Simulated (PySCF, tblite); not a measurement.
# Mg₁₆S₁₆: electronic excitations

Aim: compute the electronic excitations of Mg₁₆S₁₆.

Computed with tblite 0.8.0 and PySCF 2.14.0 and routines of our own; the level stands in each step. Atoms count from 0.

## 1. The system as given

32 atoms, charge 0, multiplicity 1; geometry from: force field, distance geometry or constructed start.

## 2. Relaxing the molecule with GFN1-xTB

The job: settings as JSON, then the geometry in Å.

```
{"job": {"kind": "relax", "xc": "GFN1-xTB", "basis": "xTB"}, "charge": 0, "multiplicity": 1}
Mg     0.422600    -0.549600    -5.512100
S      2.292500    -0.805300    -4.034300
Mg     1.541700    -3.006600    -3.495300
S     -0.416600    -2.649600    -4.866500
Mg    -2.295300    -1.604500    -3.779300
S     -1.538400     0.509800    -4.584500
Mg    -1.168400     2.273100    -2.986500
S      1.171900     2.806600    -2.487900
Mg     2.555500     0.802100    -2.250000
S      2.828900    -0.000400     0.002000
Mg     2.550800    -2.351200     0.427100
S      1.166800    -3.559700    -1.183100
Mg    -1.171400    -3.718700    -0.470900
S     -2.550000    -1.933300    -1.408200
Mg    -2.833900     0.004700    -0.000200
S     -2.554700     2.183300    -0.964900
Mg    -2.295300     4.078700     0.503500
S     -0.418800     5.532600     0.130700
Mg     1.534500     4.532300    -0.851000
S      2.297100     3.893500     1.316900
Mg     2.549900     1.550800     1.822900
Mg     0.415000     5.047700     2.280700
S     -1.533100     3.717000     2.739300
S      1.163800     0.750100     3.671500
Mg    -1.168800     1.450000     3.459500
S     -2.559000    -0.252100     2.378200
Mg     1.535900    -1.523300     4.349700
S      2.294600    -3.083000     2.715300
S     -1.534600    -4.222900     1.846500
Mg    -2.294100    -2.474100     3.282500
S     -0.413500    -2.881600     4.727400
Mg     0.415200    -4.497000     3.230000
```

Launch:

```bash
OMP_NUM_THREADS=4 python large_run.py task.json out
```

One launch serves the whole session: the jobs run in the order shown.

Output:

```text
step      E/eV     max force
  0   -1950.29915    0.931
  1   -1950.47816    0.903
  2   -1951.93742    0.879
  3   -1952.08865    0.837
  4   -1952.57845    0.384
  5   -1952.61802    0.263
  6   -1952.63972    0.187
  7   -1952.65348    0.166
  8   -1952.67814    0.197
  9   -1952.69210    0.194
 10   -1952.69985    0.137
 11   -1952.70444    0.113
 12   -1952.70948    0.094
 13   -1952.71206    0.082
 14   -1952.71332    0.063
 15   -1952.71428    0.067
 16   -1952.71548    0.052
 17   -1952.71648    0.041
 18   -1952.71721    0.052
 19   -1952.71790    0.064
 20   -1952.71877    0.062
 21   -1952.71962    0.045
 22   -1952.72019    0.036
 23   -1952.72053    0.036
 24   -1952.72084    0.034
 25   -1952.72115    0.026
 26   -1952.72136    0.017
```

It took 1.4 s on 4 threads of Arm Neoverse V1, shared host; peak memory 0.17 GiB.

The steps of the relaxation:

```csv
step,energy from step 0 (eV),largest force (eV/Å)
0,0.0000,0.9311
1,-0.1790,0.9022
2,-1.6383,0.8788
3,-1.7895,0.8375
4,-2.2793,0.3843
5,-2.3189,0.2631
6,-2.3406,0.1867
7,-2.3543,0.1661
8,-2.3790,0.1963
9,-2.3929,0.1933
10,-2.4007,0.1370
11,-2.4053,0.1126
13,-2.4129,0.0822
14,-2.4142,0.0628
15,-2.4151,0.0670
16,-2.4163,0.0524
18,-2.4181,0.0522
19,-2.4188,0.0643
20,-2.4196,0.0621
22,-2.4210,0.0368
23,-2.4214,0.0356
24,-2.4217,0.0341
25,-2.4220,0.0257
26,-2.4222,0.0163
```

Distances of close pairs at the start and the end, largest changes first:

```csv
bond,before (Å),after (Å),change (Å)
S5–Mg6,2.408,2.292,-0.116
Mg2–S11,2.407,2.292,-0.115
S7–Mg18,2.406,2.292,-0.114
S22–Mg24,2.406,2.292,-0.114
S1–Mg8,2.416,2.302,-0.114
Mg10–S27,2.416,2.302,-0.114
S23–Mg26,2.401,2.292,-0.110
Mg6–S15,2.453,2.344,-0.109
```

The next job starts from the end point, and lists it.

## 3. Electronic excitations: TDDFT PBE0/6-31G*

The job: settings as JSON, then the geometry in Å.

```
{"job": {"kind": "uv", "basis": "6-31G*", "grid": 1, "kgrid": 0, "vcut": 1.5, "nstates": 6, "ntriplets": 2, "tda": false, "delta": ["ip_vertical"], "pop": true, "xc": "PBE0"}, "charge": 0, "multiplicity": 1}
Mg     0.364236    -0.570391    -5.190979
S      2.330325    -0.728973    -3.919758
Mg     1.250283    -2.730787    -3.277278
S     -0.466419    -2.780660    -4.889908
Mg    -1.965345    -1.503057    -3.596843
S     -1.543163     0.637121    -4.519604
Mg    -1.059383     2.059382    -2.788398
S      1.167952     2.734201    -2.482292
Mg     2.382103     0.758147    -2.162975
S      2.799574     0.000470     0.000042
Mg     2.381596    -2.251448     0.425334
S      1.167582    -3.516681    -1.125657
Mg    -1.059685    -3.444381    -0.388730
S     -2.471282    -1.852327    -1.370808
Mg    -2.753458    -0.000136     0.000650
S     -2.471446     2.114091    -0.918652
Mg    -1.966528     3.867312     0.496835
S     -0.467724     5.625547     0.036667
Mg     1.249497     4.203871    -0.725880
S      2.329439     3.760236     1.328806
Mg     2.381128     1.494815     1.737495
Mg     0.362871     4.781323     2.101894
S     -1.545275     3.596847     2.811932
S      1.165582     0.783973     3.607841
Mg    -1.061919     1.386452     3.178110
S     -2.474772    -0.259730     2.291478
Mg     1.249762    -1.471869     4.003512
S      2.329666    -3.029249     2.591840
S     -1.544290    -4.231053     1.708810
Mg    -1.966347    -2.361923     3.101182
S     -0.466998    -2.842812     4.854007
Mg     0.363307    -4.209350     3.090237
```

Method: TDDFT PBE0/6-31G*, vertical, gas phase, core orbitals frozen in the response, virtual orbitals cut by energy.

Output:

```text
start: PBE on a coarse grid of 49476 points
cycle   1  E = -9569.2814493426  dE =  4.288e+00  |g| = 1.300e+00  |ddm| = 7.500e+00
cycle   2  E = -9568.5852643745  dE =  6.962e-01  |g| = 1.910e+00  |ddm| = 5.284e+00
cycle   3  E = -9569.9239985046  dE = -1.339e+00  |g| = 8.000e-02  |ddm| = 3.258e+00
cycle   4  E = -9569.9240790547  dE = -8.055e-05  |g| = 8.043e-02  |ddm| = 2.817e-01
cycle   5  E = -9569.9265143045  dE = -2.435e-03  |g| = 1.103e-02  |ddm| = 1.488e-01
cycle   6  E = -9569.9265470198  dE = -3.272e-05  |g| = 6.503e-03  |ddm| = 2.896e-02
final grid: 186158 points
cycle   7  E = -9570.1028991966  dE = -1.534e-02  |g| = 5.158e-02  |ddm| = 7.110e-01
cycle   8  E = -9570.1030357838  dE = -1.366e-04  |g| = 4.435e-02  |ddm| = 1.683e-01
cycle   9  E = -9570.1036820381  dE = -6.463e-04  |g| = 1.033e-02  |ddm| = 8.269e-02
cycle  10  E = -9570.1037146957  dE = -3.266e-05  |g| = 3.329e-03  |ddm| = 2.141e-02
cycle  11  E = -9570.1037124862  dE =  2.209e-06  |g| = 3.607e-04  |ddm| = 6.218e-03
cycle  12  E = -9570.1037196710  dE = -7.185e-06  |g| = 2.604e-04  |ddm| = 1.165e-03
cycle  13  E = -9570.1037187896  dE =  8.814e-07  |g| = 1.255e-05  |ddm| = 4.704e-04
converged SCF energy = -9570.1037187896

Static polarisability (au): isotropic 587.002, principal 511.856 624.556 624.595

Singlet excitations
state   eV       nm        f      main configurations
  1   4.3259    286.6   0.01178   H->L 0.74
  2   4.3467    285.2   0.01581   H-2->L 0.64, H->L+2 0.09
  3   4.3470    285.2   0.01570   H-3->L 0.64, H->L+1 0.09
  4   4.3991    281.8   0.00008   H-1->L 0.90
  5   4.4093    281.2   0.00457   H-4->L 0.70, H-3->L 0.09
  6   4.4099    281.1   0.00451   H-5->L 0.71, H-2->L 0.08

Triplet excitations (Tamm-Dancoff, eV): 4.2238 4.2383
```

Wall time 14 min (4 threads of Arm Neoverse V1, shared host); peak memory 4.5 GiB.

Warnings kept with the result: ip_vertical: open-shell SCF did not converge.

Frontier orbitals and where they lie:

```csv
orbital,eV,atoms
HOMO−4,-7.05,"S15 15 %, S30 13 %, S22 12 %"
HOMO−3,-7.01,"S3 17 %, S27 12 %, S1 12 %"
HOMO−2,-7.01,"S17 19 %, S19 16 %, S11 11 %"
HOMO−1,-7.00,"S9 30 %, S23 16 %, S7 16 %"
HOMO,-6.98,"S19 12 %, S17 12 %, S27 12 %"
LUMO,-1.88,"Mg31 10 %, Mg0 10 %, Mg21 10 %"
LUMO+1,-1.42,"Mg31 37 %, Mg0 18 %, Mg29 6 %"
LUMO+2,-1.42,"Mg21 36 %, Mg0 20 %, Mg16 6 %"
LUMO+3,-0.88,"Mg31 16 %, Mg0 16 %, Mg21 16 %"
```

With each of the 6 states as a Gaussian band of 0.4 eV half-width at 1/e, the curve within the window shown has maxima at 285 nm (ε 2,100) L/(mol cm). Beyond the last state computed it falls off for lack of states. The curve at chosen wavelengths:

nm, ε (L/mol/cm) and a bar:
```
      263        961 ############
      266       1193 ################
      269       1427 ###################
      271       1575 ######################
      274       1775 #########################
      277       1936 ###########################
      280       2048 #############################
      282       2093 ##############################
      285       2113 ##############################
      288       2079 #############################
      291       1997 ############################
      293       1919 ###########################
      296       1776 #########################
      299       1610 ######################
      302       1432 ###################
      304       1311 #################
      307       1132 ###############
      310        962 ############
      313        805 ##########
      315        709 ########
      318        579 ######
      321        468 ####
      324        373 ###
      326        319 ##
      329        250 #
      332        193
```

Leading natural transition orbitals of singlet state 2: the hole lies on S17 30 %; S19 23 %; S30 12 %; the particle on Mg21 24 %; Mg31 9 %.

Leading natural transition orbitals of singlet state 1: the hole lies on 6 S atoms about 13 % each; the particle on Mg0, Mg21, Mg31 about 11 % each.

Further results of this job:

```csv
property,computed
dipole moment (D),0.80
polarisability (Å³),86.98
HOMO–LUMO gap (eV),5.10
−ε(HOMO) (eV),6.98
```

The fields below are evaluated on a grid from the run's orbitals.

Frontier orbitals at PBE0/6-31G*, with the share of their density that lies nearest to each atom:

```csv
orbital,energy (eV),lies on
HOMO,-6.98,6 S atoms about 13 % each; S9 8 %
LUMO,-1.88,"Mg0, Mg21, Mg31 about 9 % each"
```

ELF in a plane through or near 6 of the atoms.

Ten even steps from '0' (0.00) to '9' (0.86):
```
0000000000000000000000000000
0000000000000000000000000000
0000000000000000000000000000
0000000000033320000000000000
0000000000478760023210000000
0000000000489860189874100000
0000146641148730794498400000
0000379798183100595695100000
0000178549080663014751000000
0000059997229769268010000000
0000012220029679102986300000
0000000134300273027887400000
0000003678818801014775200000
0000002689922299830132000000
0000000466414936981000000000
0000000011003875972000000000
0000000000002688410000000000
0000000000000132000000000000
0000000000000000000000000000
0000000000000000000000000000
```
The map spans 16.5 Å across and 15.6 Å up, centred on the molecule. Atoms in the plane (x, y in Å): S1 (-3.8, 1.3), Mg8 (-1.5, 1.7), Mg10 (-0.7, -2.2), S19 (3.0, 2.6), Mg20 (2.2, 0.4), S27 (0.7, -3.9).

log10 of the density (e/Å³) in the same plane.

Values, 10 rows by 14 columns:
```
-4.0 -4.0 -4.0 -4.0 -4.0 -4.0 -4.0 -4.0 -4.0 -4.0 -4.0 -4.0 -4.0 -4.0
-4.0 -4.0 -4.0 -4.0 -4.0 -3.5 -3.0 -3.0 -3.0 -3.0 -3.5 -4.0 -4.0 -4.0
-3.8 -4.0 -3.9 -3.4 -3.0 -1.7 -0.9 -1.3 -1.4 -1.4 -1.8 -2.7 -3.9 -4.0
-3.9 -3.7 -2.3 -1.3 -1.2 -1.2 -0.6 -1.2 -0.8  1.0 -0.2 -1.8 -3.3 -4.0
-4.0 -3.3 -1.7 -0.1  0.7 -0.5 -0.5 -0.8 -1.0 -0.5 -1.0 -2.5 -3.8 -4.0
-4.0 -3.3 -2.1 -1.2 -1.1 -1.6 -0.3  0.0 -0.9 -0.7 -0.8 -2.0 -3.5 -4.0
-4.0 -4.0 -2.9 -1.8 -0.8 -0.7  1.5 -1.0 -1.5 -1.1 -1.0 -2.1 -3.6 -4.0
-4.0 -4.0 -3.9 -2.5 -1.5 -1.4 -1.0  0.4 -0.1 -1.2 -2.2 -3.2 -4.0 -4.0
-4.0 -4.0 -4.0 -3.9 -3.5 -3.2 -1.9 -0.9 -1.2 -2.1 -2.8 -4.0 -4.0 -4.0
-4.0 -4.0 -3.9 -3.9 -4.0 -4.0 -3.4 -2.9 -3.1 -3.6 -4.0 -4.0 -4.0 -4.0
```
The map spans 16.5 Å across and 15.6 Å up, centred on the molecule. Atoms in the plane (x, y in Å): S1 (-3.8, 1.3), Mg8 (-1.5, 1.7), Mg10 (-0.7, -2.2), S19 (3.0, 2.6), Mg20 (2.2, 0.4), S27 (0.7, -3.9).

On the surface of density 0.002 e/bohr³ the electrostatic potential runs, from the 1st to the 99th percentile, from -1.09 V near S3 to 6.13 V near Mg21.

## 4. Results

```
                                quantity                        value
            lowest singlet (PBE0/6-31G*)  4.33 eV (287 nm), f = 0.012
brightest single state of those computed  state 2, 4.35 eV, f = 0.016
                          lowest triplet                      4.22 eV
   surface potential, 1st and 99th percentile           -1.09 V and 6.13 V
```

The lowest singlet, at 4.33 eV, is HOMO→LUMO 0.74 and is weak; of the 6 states computed, the strongest absorption comes from states 1 to 3 together at 4.35 eV. The lowest triplet lies 0.10 eV below the lowest singlet (triplets in Tamm-Dancoff, singlets in full TDDFT).
